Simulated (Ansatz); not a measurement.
# InP (zincblende type): the cost of one run

Method: DFT PBE, with the methods named in each step, in Ansatz 0.2.0.

### Step 1. The system as given

Symmetry: F-43m, No. 216, cubic system. The conventional cell has a = 5.937 Å, b = 5.937 Å, c = 5.937 Å, α = 90.00°, β = 90.00°, γ = 90.00°. In (site symmetry -43m) has 4 P at 2.57 Å as nearest neighbours. P (site symmetry -43m) has 4 In at 2.57 Å as nearest neighbours.

As a file:

```xyz
2
Lattice="0.0000 2.9685 2.9685 2.9685 0.0000 2.9685 2.9685 2.9685 0.0000" Properties=species:S:1:pos:R:3 pbc="T T T"
In    0.0000    0.0000    0.0000
P     1.4843    1.4843    1.4843
```

Atoms are numbered in the order of the input: In1, P2.

### Step 2. Bulk cell relaxed, PAW

Contents of input.yaml:

```yaml
crystal:
  lattice:
    - [0.0, 2.9685087443, 2.9685087443]
    - [2.9685087443, 0.0, 2.9685087443]
    - [2.9685087443, 2.9685087443, 0.0]
  atoms:
    - { symbol: In, position: [0.0, 0.0, 0.0] }
    - { symbol: P, position: [0.25, 0.25, 0.25] }
kpoints:
  mp_grid: { grid: [10, 10, 10] }
scf:
  occupations: { method: fermi_dirac, width: 0.02 }
hamiltonian:
  xc: pbe
  pseudopotentials: { kind: paw }
output:
  forces: true
  stress: true
relax:
  f_tol: 0.005
  max_steps: 40
  cell: {}
```

Run with:

```
ansatz run input.yaml --threads 1 --pin off --max-ram 3584MiB --backend cpu --events-out ev --progress --plain --runs-dir out
```

What time and memory should one allow on 1 thread of Arm Neoverse V2, shared host?

About 11 s, with a peak of 0.34 GiB.
